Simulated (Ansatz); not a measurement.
# CH3BF2: the cost of one run

Program: Ansatz 0.2.0. Level of theory: RKS PBE0-D4/def2-SVP. These are calculated values, not measurements.

## (1) The starting structure

Bond lengths: B1–F2 1.320 Å, B1–C3 1.600 Å, C3–H4 1.110 Å, C3–H5 1.110 Å, C3–H6 1.110 Å, B1–F7 1.320 Å. Angles: F2–B1–C3 120.0°, F2–B1–F7 120.0°, C3–B1–F7 120.0°, B1–C3–H4 109.5°, B1–C3–H5 109.5°, B1–C3–H6 109.5°, H4–C3–H5 109.4°, H4–C3–H6 109.4°, H5–C3–H6 109.4°.

Structure file:

```xyz
7

B     0.0000    0.0000    0.0000
F     0.0000    0.0000    1.3200
C     1.3856    0.0000   -0.8000
H     1.7152   -1.0462   -0.9702
H     1.2491    0.5080   -1.7774
H     2.1552    0.5381   -0.2082
F    -1.1431    0.0000   -0.6600
```

## (2) Relaxing the start

input.yaml

```yaml
crystal:
  periodic: [false, false, false]
  atoms:
    - { symbol: B, position_ang: [0.0, 0.0, 0.0] }
    - { symbol: F, position_ang: [0.0, 0.0, 1.32] }
    - { symbol: C, position_ang: [1.3856, 0.0, -0.8] }
    - { symbol: H, position_ang: [1.7152, -1.0462, -0.9702] }
    - { symbol: H, position_ang: [1.2491, 0.508, -1.7774] }
    - { symbol: H, position_ang: [2.1552, 0.5381, -0.2082] }
    - { symbol: F, position_ang: [-1.1431, 0.0, -0.66] }
basis:
  gaussian: { orbitals: def2-SVP }
hamiltonian:
  xc: pbe0
  dispersion: d4
relax:
  f_tol: 0.02
  max_steps: 40
```

On the command line:

```console
$ ansatz run input.yaml --threads 1 --pin off --max-ram 2048MiB --backend cpu --events-out ev --progress --plain --runs-dir out
```

What time and memory should one allow on 1 thread of Arm Neoverse V1, shared host?

About 11 s, with a peak of 0.14 GiB.
